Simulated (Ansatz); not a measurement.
# H₆HfN₂O₂: basis-set convergence

Aim: see how fast density functionals converge with the basis set for H₆HfN₂O₂.

Method: one geometry, several basis sets; program: Ansatz 0.2.0, Gaussian basis.

The runs, in order: PBE0-D4/def2-SVP; ωB97M-V/def2-SVP; PBE0-D4/def2-QZVPP; ωB97M-V/def2-QZVPP; the functionals' def2-TZVPP values are taken from earlier runs.

## 1. Structure used throughout

The geometry comes from an earlier relaxation with PBE0-D4 in a triple-zeta def2 set; it is a stationary point, not always the lowest conformer. Hf takes the def2 core potential; no spin-orbit term is included.

SMILES `[NH2][Hf]([NH2])([OH])[OH]`, 11 atoms, charge 0, spin multiplicity 1.

Atoms are counted from 1 here; the program's logs count them from 0.

Bond lengths: N1–Hf2 2.045 Å, N1–H6 1.010 Å, N1–H7 1.010 Å, Hf2–N3 2.045 Å, Hf2–O4 1.940 Å, Hf2–O5 1.939 Å, N3–H8 1.010 Å, N3–H9 1.010 Å, O4–H10 0.951 Å, O5–H11 0.951 Å. Angles: Hf2–N1–H6 125.3°, Hf2–N1–H7 125.9°, H6–N1–H7 108.8°, N1–Hf2–N3 107.0°, N1–Hf2–O4 114.6°, N1–Hf2–O5 104.4°, N3–Hf2–O4 104.4°, N3–Hf2–O5 114.6°, O4–Hf2–O5 112.0°, Hf2–N3–H8 125.2°, Hf2–N3–H9 126.0°, H8–N3–H9 108.8°, Hf2–O4–H10 153.8°, Hf2–O5–H11 154.2°.

## 2. PBE0-D4 in def2-SVP

in.yaml reads:

```yaml
crystal:
  periodic: [false, false, false]
  atoms:
    - {symbol: N, position_ang: [-1.596853, 0.972880, 0.133366]}
    - {symbol: Hf, position_ang: [0.147566, -0.012193, -0.277833]}
    - {symbol: N, position_ang: [0.751939, -0.909009, 1.458054]}
    - {symbol: O, position_ang: [1.629033, 1.140971, -0.765203]}
    - {symbol: O, position_ang: [-0.317266, -1.241965, -1.703601]}
    - {symbol: H, position_ang: [-2.424679, 0.958422, -0.444637]}
    - {symbol: H, position_ang: [-1.768466, 1.564463, 0.933482]}
    - {symbol: H, position_ang: [1.693177, -0.895643, 1.823451]}
    - {symbol: H, position_ang: [0.169288, -1.451872, 2.078897]}
    - {symbol: H, position_ang: [2.009975, 1.953455, -1.081597]}
    - {symbol: H, position_ang: [-0.293714, -2.079518, -2.154368]}
basis:
  gaussian: {orbitals: def2-SVP}
hamiltonian: {xc: pbe0, dispersion: d4}
output: {orbitals: {seedname: orbitals}}
```

Run with:

```sh
$ ansatz run in.yaml --threads 4 --pin off --events-out ev --progress --plain --max-ram 10444MiB
```

Further steps of the session: ωB97M-V in def2-SVP; PBE0-D4 in def2-QZVPP; ωB97M-V in def2-QZVPP.

Q: Predict the results of all the runs planned. Wanted: PBE0-D4: double and triple zeta above quadruple; ωB97M-V: double and triple zeta above quadruple.

**Answer**, as computed:

| quantity | value |
| --- | --- |
| PBE0-D4: double and triple zeta above quadruple | 9.73, 0.46 eV |
| ωB97M-V: double and triple zeta above quadruple | 9.99, 0.43 eV |

**Reading.** For PBE0-D4 the step from double to triple zeta gains 9.27 eV and the next only 0.46 eV. Total energies overstate the basis error of differences, where much of it tends to cancel. The LUMO of ωB97M-V is positive and keeps falling with the basis (1.52 to 0.58 eV): an unbound level that the basis holds in place.
